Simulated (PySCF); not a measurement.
# C3H7NSSi: the cost of one run

Computed with PySCF 2.14.0, with density-fitted response routines of our own, on a single molecule in the gas phase. Atoms are numbered from 0 throughout.

### 1 Starting geometry

13 atoms, charge 0, multiplicity 1; geometry from: PBE0-D3(BJ)/def2-SVP.

Bonds of the start (Å): C0–C1 1.34, C1–C2 1.47, C2–N3 1.27, N3–Si4 1.73, Si4–S5 2.14, C0–H6 1.10, C0–H7 1.09, C1–H8 1.10, C2–H9 1.11, Si4–H10 1.49, Si4–H11 1.50, S5–H12 1.35.

### 2 Nuclear shieldings: HF/pcSseg-1

Job settings and geometry (Å):

```
{"job": {"kind": "nmr", "xc": "HF", "basis": "pcSseg-1", "pop": false}, "charge": 0, "multiplicity": 1}
C      2.744771     0.058273     0.169030
C      1.437331    -0.203205     0.049448
C      0.548882     0.653421    -0.741280
N     -0.695379     0.504252    -0.940172
Si    -1.877576    -0.643883    -0.398077
S     -3.377938     0.426083     0.693731
H      3.190792     0.928073    -0.324937
H      3.410564    -0.577597     0.757165
H      0.993118    -1.073814     0.544036
H      1.056674     1.522918    -1.207814
H     -2.420716    -1.281832    -1.630216
H     -1.445824    -1.712100     0.560788
H     -3.552520     1.351554    -0.275828
```

Method: GIAO HF/pcSseg-1 NMR shielding, non-relativistic, gas phase.

Command:

```bash
OMP_NUM_THREADS=1 python probes_run.py task.json out
```

The driver reads the jobs from task.json and runs them one after another.

Q: Estimate the wall time and peak memory of this first job on 1 thread of Arm Neoverse V1, shared host.

About 7.4 s, with a peak of 0.79 GiB.
